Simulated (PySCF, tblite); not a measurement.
# C₄H₆BrGeN: geometry, infrared bands and NMR shifts

What infrared bands and NMR shifts should C₄H₆BrGeN (`N#[C][GeH2][C@@H]1C[C@@H]1Br`) show?

Programs: tblite 0.8.0 and PySCF 2.14.0, with density-fitted response routines of our own. Each step states its level of theory. These are calculated values for one molecule in the gas phase, unless marked as measured. Atoms are numbered from 0 throughout.

## (1) The starting structure

13 atoms, charge 0, multiplicity 1; geometry from: force field or distance geometry start.

Bonds of the start (Å): N0–C1 1.17, C1–Ge2 1.92, Ge2–C3 1.96, C3–C4 1.51, C4–C5 1.49, C5–Br6 1.94, C5–C3 1.51, Ge2–H7 1.53, Ge2–H8 1.54, C3–H9 1.11, C4–H10 1.11, C4–H11 1.10, C5–H12 1.10.

## (2) Optimising the geometry with GFN2-xTB

What the job is given:

```
{"job": {"kind": "relax", "xc": "GFN2-xTB", "basis": "xTB"}, "charge": 0, "multiplicity": 1}
N      1.798800     2.421700    -0.948700
C      1.648000     1.381200    -0.444600
Ge     1.452900    -0.345000     0.380000
C     -0.366000    -0.975300     0.030100
C     -1.134100    -0.039100    -0.873800
C     -1.444600    -0.079900     0.580000
Br    -0.775000     1.312800     1.749300
H      2.454000    -1.276200    -0.311100
H      1.767500    -0.213800     1.882300
H     -0.563000    -2.066700    -0.074600
H     -0.605300     0.881400    -1.207400
H     -1.792200    -0.537000    -1.606100
H     -2.445500    -0.463700     0.827000
```

Launch:

```
$ OMP_NUM_THREADS=1 python probes_run.py task.json out
```

This one command runs all jobs of the session in turn.

**Question.** This job is followed by: GFN2-xTB harmonic vibrations, gas phase; GIAO PBE0/pcSseg-1 NMR shielding, non-relativistic, gas phase. What will the session give for the following? strongest single infrared mode (GFN2-xTB); zero-point energy (GFN2-xTB); ¹³C shifts against TMS (PBE0/pcSseg-1); ¹H shifts against TMS (PBE0/pcSseg-1); ¹⁵N shifts against NH3 (PBE0/pcSseg-1); ⁷³Ge shifts against GeMe4 (PBE0/pcSseg-1); ⁷⁹Br shifts against HBr (PBE0/pcSseg-1); surface potential, 1st and 99th percentile.

**Answer**, as computed:

| quantity | value |
| --- | --- |
| strongest single infrared mode (GFN2-xTB) | 2045 cm⁻¹, 411 km/mol |
| zero-point energy (GFN2-xTB) | 52.3 kcal/mol |
| ¹³C shifts against TMS (PBE0/pcSseg-1) | 121.9, 36.0, 16.2, 9.9 ppm |
| ¹H shifts against TMS (PBE0/pcSseg-1) | 4.82, 4.44, 3.31, 1.48, 1.44, 0.78 ppm |
| ¹⁵N shifts against NH3 (PBE0/pcSseg-1) | 367.2 ppm |
| ⁷³Ge shifts against GeMe4 (PBE0/pcSseg-1) | -188 ppm |
| ⁷⁹Br shifts against HBr (PBE0/pcSseg-1) | 458 ppm |
| surface potential, 1st and 99th percentile | -1.76 V and 1.45 V |

In words: Relaxing lowered the energy by 0.268 eV in 44 steps; the close pair that moved most is Ge2–H8, from 1.540 to 1.497 Å. No mode is imaginary among the 33: a minimum at this level. The strongest single mode, at 2045 cm⁻¹, moves mainly H8. GFN2-xTB is a fitted tight-binding method: band positions and strengths are rough. Its intensities can rank the bands wrongly. C5 stands next to heavy halogen, whose spin-orbit shielding this run leaves out, so the computed shift lies too far downfield, most of all for carbon beside Br or I. C1 (nitrile carbon) lies farthest downfield among carbon, at 121.9 ppm; C≡N carbons fall here, among the sp2 signals but without a proton. At PBE0/pcSseg-1: Shielding is most anisotropic at Br6 (span 1242 ppm, paramagnetic term -960 ppm). At PBE0/pcSseg-1, counted by nearest atom on the grid, the HOMO lies on Br6 70 %; C5 10 %, the LUMO on Br6 28 %; C5 17 %. Spin-orbit coupling is left out, which matters for shieldings and couplings at and beside the heavy atoms.
